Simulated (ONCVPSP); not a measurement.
# Pseudopotential generation for lead: ONCV, PBEsol

Do these settings give a usable potential? It is generated, then checked for transferability, scattering, ghosts and hardness.

Method: ONCVPSP 4.0.1.1 (patched build), PBEsol, scalar-relativistic.

### 1 The atom and the settings

The settings as typed:

```
element                 : lead (Pb, Z = 82)
type                    : optimised norm-conserving Vanderbilt (ONCV)
frozen core             : [Xe]
valence charge          : 28
reference configuration : 4f14 5d10 6s2 6p2
partial waves           : 6s: rc 1.90 bohr, ncon 4, nbas 8, qcut 3 1/bohr, 3 projectors, debl 3.7 Ha; 6p: rc 2.15 bohr, ncon 4, nbas 7, qcut 3.3 1/bohr, 3 projectors, debl 1.3 Ha; 5d: rc 2.00 bohr, ncon 4, nbas 8, qcut 9.4 1/bohr, 2 projectors, debl 3.4 Ha; 4f: rc 0.80 bohr, ncon 4, nbas 9, qcut 23.4 1/bohr, local
local potential         : the f channel
core correction         : Teter function, fcfact 4.5, rcfact 1.65
```

The nodes and maxima of the atom's own shells, from an earlier all-electron run, set the scale for the radii.

All-electron outer shells of the reference configuration (PBEsol, scalar-relativistic, ld1.x):

```tsv
shell	level (eV)	outermost node (bohr)	outermost maximum (bohr)
5s	-144.19	0.45	0.79
4f	-132.94	–	0.35
5p	-85.81	0.49	0.88
5d	-21.16	0.52	1.07
6s	-12.10	1.01	1.95
6p	-3.52	1.18	2.63
```

### 2 Generation

Input file Pb.dat:

```
# ATOM AND REFERENCE CONFIGURATION
# atsym  z   nc   nv     iexc    psfile
  Pb 82.00   11    4  -116133      upf
#
#   n    l    f
    1    0    2.00
    2    0    2.00
    2    1    6.00
    3    0    2.00
    3    1    6.00
    3    2   10.00
    4    0    2.00
    4    1    6.00
    4    2   10.00
    5    0    2.00
    5    1    6.00
    4    3   14.00
    5    2   10.00
    6    0    2.00
    6    1    2.00
#
# PSEUDOPOTENTIAL AND OPTIMIZATION
# lmax
    3
#
#   l,   rc,      ep,       ncon, nbas, qcut
    0    1.90    0.00    4    8    3.00
    1    2.15    0.00    4    7    3.30
    2    2.00    0.00    4    8    9.40
    3    0.80    0.00    4    9   23.40
#
# LOCAL POTENTIAL
# lloc, lpopt,  rc(5),   dvloc0
    3    5    0.80    0.00
#
# VANDERBILT-KLEINMAN-BYLANDER PROJECTORs
# l, nproj, debl
    0    3    3.70
    1    3    1.30
    2    2    3.40
    3    0    2.80
#
# MODEL CORE CHARGE
# icmod, fcfact, rcfact
    3    4.50    1.65
#
# LOG DERIVATIVE ANALYSIS
# epsh1, epsh2, depsh
   -6.00    5.00    0.04
#
# OUTPUT GRID
# rlmax, drl
    6.00    0.01
#
# TEST CONFIGURATIONS
# ncnf
    4
# nvcnf
#   n    l    f
    4
    4    3   14.00
    5    2   10.00
    6    0    2.00
    6    1    1.00
#
    4
    4    3   14.00
    5    2   10.00
    6    0    2.00
    6    1    0.00
#
    4
    4    3   14.00
    5    2   10.00
    6    0    1.00
    6    1    0.00
#
    4
    4    3   14.00
    5    2   10.00
    6    0    2.00
    6    1    1.50
#
```

The run is started by

```console
$ oncvpsp.x < Pb.dat > Pb.out
```

What does the calculation give? Wanted: cutoffs for 1 and 0.1 mHa per electron, occupied waves; bound ghosts; GHOST(+) flags; largest test error; largest phase difference near zero energy, channels read; rms error of d²Exc/dn², without and with the model core.

As calculated:

```
                                                quantity                                                                          value
  cutoffs for 1 and 0.1 mHa per electron, occupied waves                                                              230 Ha and 249 Ha
                                            bound ghosts  s at -1191.64 eV, s at -92.72 eV, p at -2790.43 eV, p at -98.91 eV and 1 more
                                          GHOST(+) flags                                           s at 303 eV, p at 563 eV, d at 73 eV
                            largest test error (AE − PS)                                                 -62 meV, for 4f14 5d10 6s1 6p0
largest phase difference near zero energy, channels read                                                                      0.106 rad
 rms error of d²Exc/dn², without and with the model core                                                              8.30 and 5.85 mHa
```

It has a bound ghost (s, p), a state that the atom doesn't have, and that rules the file out. By total energies transferability is fair: the largest error is 62 meV on 52.5 eV, for 4f14 5d10 6s1 6p0. That test lies far up in energy; among those under 40 eV, nearer to bonding, the largest error is 19 meV. By its cutoff, 230 Ha for the looser tolerance, it is very hard. At the looser tolerance the 4f wave is the slowest; 5d needs 25 Ha. Near zero energy the largest phase difference among the channels read is 0.11 rad, in the f channel. The pseudo curves have a pole with no partner nearby in the atom's: p at -3.61 Ha. The program also flags highly localised states, GHOST(+) (s, p, d). Note that the frozen 5p shell (-86 eV) lies higher than the valence 4f shell (-133 eV). These are tests on the free atom; a crystal test is still owed.
